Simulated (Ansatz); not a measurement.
# C2H5NO2Si: a ladder of functionals and wavefunction methods

Aim: compute C2H5NO2Si with functionals from several rungs and with coupled cluster. The yardstick is the atomisation energy at the CCSD(T) limit.

The runs use Ansatz 0.2.0, Gaussian basis; functionals in def2-TZVPP, the program's frozen cores in correlated methods.

Levels to be run: PBE-D4, r2SCAN-D4, PBE0-D4, B3LYP-D4, ωB97X-V, ωB97M-V, B2PLYP; CCSD(T)/def2-TZVPP; MP2/def2-QZVPP; extrapolation to the limit.

## Step 1: The geometry

The geometry comes from an earlier relaxation with PBE0-D4 in a triple-zeta def2 set; it is a stationary point, not always the lowest conformer.

SMILES `CO[SiH]1OC1=N`, 11 atoms, charge 0, spin multiplicity 1.

Atoms are counted from 1 here; the program's logs count them from 0.

Bond lengths: C1–O2 1.420 Å, C1–H7 1.090 Å, C1–H8 1.092 Å, C1–H9 1.094 Å, O2–Si3 1.610 Å, Si3–O4 1.682 Å, Si3–C5 1.788 Å, Si3–H10 1.469 Å, O4–C5 1.421 Å, C5–N6 1.244 Å, N6–H11 1.023 Å. Angles: O2–C1–H7 107.9°, O2–C1–H8 109.9°, O2–C1–H9 111.5°, H7–C1–H8 109.2°, H7–C1–H9 109.2°, H8–C1–H9 109.1°, C1–O2–Si3 125.5°, O2–Si3–O4 120.0°, O2–Si3–C5 124.7°, O2–Si3–H10 107.0°, O4–Si3–C5 48.2°, O4–Si3–H10 117.9°, C5–Si3–H10 126.3°, Si3–O4–C5 69.8°, Si3–C5–O4 62.0°, Si3–C5–N6 166.9°, O4–C5–N6 131.1°, C5–N6–H11 111.6°.

Geometry (Å):

```tsv
atom	x (Å)	y (Å)	z (Å)
C1	-0.18120	-1.82699	-0.47457
O2	0.28798	-0.76043	-1.28612
Si3	0.40433	0.77996	-0.83112
O4	-0.85839	1.50443	0.01177
C5	0.27431	1.35561	0.85655
N6	0.44347	1.64398	2.05511
H7	0.30378	-2.74307	-0.81172
H8	-1.26240	-1.93073	-0.58452
H9	0.05645	-1.66213	0.58021
H10	0.99143	1.51732	-1.95785
H11	-0.39456	2.06494	2.46295
```

## Step 2: PBE-D4 (GGA)

Contents of in.yaml:

```yaml
crystal:
  periodic: [false, false, false]
  atoms:
    - {symbol: C, position_ang: [-0.181199, -1.826990, -0.474571]}
    - {symbol: O, position_ang: [0.287977, -0.760433, -1.286122]}
    - {symbol: Si, position_ang: [0.404330, 0.779963, -0.831118]}
    - {symbol: O, position_ang: [-0.858392, 1.504434, 0.011774]}
    - {symbol: C, position_ang: [0.274309, 1.355613, 0.856551]}
    - {symbol: N, position_ang: [0.443472, 1.643982, 2.055112]}
    - {symbol: H, position_ang: [0.303776, -2.743072, -0.811721]}
    - {symbol: H, position_ang: [-1.262397, -1.930730, -0.584523]}
    - {symbol: H, position_ang: [0.056447, -1.662133, 0.580212]}
    - {symbol: H, position_ang: [0.991435, 1.517323, -1.957847]}
    - {symbol: H, position_ang: [-0.394557, 2.064940, 2.462954]}
basis:
  gaussian: {orbitals: def2-TZVPP}
hamiltonian: {xc: pbe, dispersion: d4}
output: {forces: true, orbitals: {seedname: orbitals}}
```

On the command line:

```console
$ ansatz run in.yaml --threads 4 --pin off --events-out ev --progress --plain --max-ram 10444MiB
```

The runs that follow: r2SCAN-D4 (meta-GGA); PBE0-D4 (hybrid); B3LYP-D4 (hybrid); ωB97X-V (range-separated); ωB97M-V (range-separated); B2PLYP (double hybrid); CCSD(T) in def2-TZVPP; MP2 in def2-QZVPP.

**Question.** What will the summary of the whole plan be? Wanted: atomisation energy, CCSD(T)/CBS; farthest; mean size of error, hybrid; mean size of error, range-separated; gap, smallest and largest; T1 diagnostic; triples share of the correlation energy.

The runs gave:

| quantity | value |
| --- | --- |
| atomisation energy, CCSD(T)/CBS | 4389.6 kJ/mol |
| functionals within 21.9 kJ/mol (0.5 %) | r2SCAN-D4, PBE0-D4, B3LYP-D4, ωB97X-V |
| farthest | PBE-D4 (+151.4 kJ/mol) |
| mean size of error, hybrid | 4.5 kJ/mol |
| mean size of error, range-separated | 21.8 kJ/mol |
| gap, smallest and largest | 4.68 eV (PBE-D4), 11.60 eV (ωB97X-V) |
| T1 diagnostic | 0.0151 |
| triples share of the correlation energy | 4.2 % |

PBE-D4 is off by +151.4 kJ/mol. Double hybrids carry the basis error of their MP2 part in triple zeta, and no dispersion term here, so their miss is partly the set-up's. Misses under about 21.9 kJ/mol are within the doubt on the reference itself, which lacks core-valence correlation, relativity and higher excitations. Hartree-Fock recovers 67 % of the binding; the rest is correlation. The gap grows from 4.7 to 11.6 eV across the functionals, mostly with the share of exact exchange.
